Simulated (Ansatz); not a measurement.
# AlGaHCl (quintet): the correlation ladder, cc-pVDZ

An exercise on one series of results from a longer session: the logs are not shown, and one member is left open.

Computed with Ansatz 0.2.0, Gaussian basis. Level: cc-pVDZ, core rule «outside noble gas», up to 24 orbitals frozen.

The runs, in order: UHF; CCSD(T) on ROHF; CCSD(T) on UHF; BCCD(T) on ROHF; CISD as a restricted active space (open shells left free, so some higher excitations enter); CCSDT(Q) on ROHF; CCSDT(Q) on UHF.

19 further runs of the same task are left out: 6 that didn't finish, 13 set aside as unsound or not needed. Runs told in other sessions of the task aren't counted.

## What is computed

The geometry is a PBE0/def2-TZVP stationary point (not a proven minimum) of the parent state, kept for this charge and spin. No spin-orbit coupling is included. The filled d shell of Ga may be among the frozen orbitals whatever the setting's name suggests.

4 atoms, charge 0, spin multiplicity 5.

Atoms are counted from 1 here; the program's logs count them from 0.

Bond lengths: Cl1–Al2 2.109 Å, Al2–Ga3 2.523 Å, Al2–H4 1.582 Å. Angles: Cl1–Al2–Ga3 115.6°, Cl1–Al2–H4 122.7°, Ga3–Al2–H4 121.7°.

Set-up of the first run:

Contents of in.yaml:

```yaml
crystal:
  periodic: [false, false, false]
  atoms:
    - {symbol: Cl, position_ang: [0.000000, -0.454110, 2.387882]}
    - {symbol: Al, position_ang: [0.000000, 0.897734, 0.768882]}
    - {symbol: Ga, position_ang: [0.000000, -0.152166, -1.525692]}
    - {symbol: H, position_ang: [0.000000, 2.467172, 0.964970]}
basis:
  gaussian: {orbitals: cc-pVDZ}
magnetization: {spin_polarized: true, initial_magnetization: 4}
hamiltonian: {xc: hf}
output: {orbitals: {seedname: orbitals}}
```

On the command line:

```sh
$ ansatz run in.yaml --threads 1 --pin off --events-out ev --progress --plain --max-ram 2393MiB
```

Among the steps run: UHF; CCSD(T) on ROHF; CCSD(T) on UHF; BCCD(T) on ROHF; CISD as a restricted active space (open shells left free, so some higher excitations enter); CCSDT(Q) on ROHF; CCSDT(Q) on UHF.

One table of the session follows, with a row left open; its other results are not shown here.

```
   method  from RCCSDT(Q) (meV)
     ROHF               +6464.8
      UHF               +6399.3
     RMP2               +1027.2
     UMP2                     ?
     CISD                +740.1
    RCCSD                +209.9
    UCCSD                +172.9
 RCCSD(T)                 +52.3
 UCCSD(T)                 +16.9
  BCCD(T)                 +49.2
   RCCSDT                 +13.5
   UCCSDT                 -20.8
RCCSDT(Q)                     0
UCCSDT(Q)                 -36.0
```

Q: Estimate the row for UMP2 from the others.

**Answer.** from RCCSDT(Q) (meV): +980.1. In the column «from RCCSDT(Q) (meV)» it lies between CISD (+740.1) and RMP2 (+1027.2).

Caveats from the session: Restricted and unrestricted rows rest on different reference determinants; a gap between their highest levels can come from leftover correlation error, from unlike frozen cores or from another state.
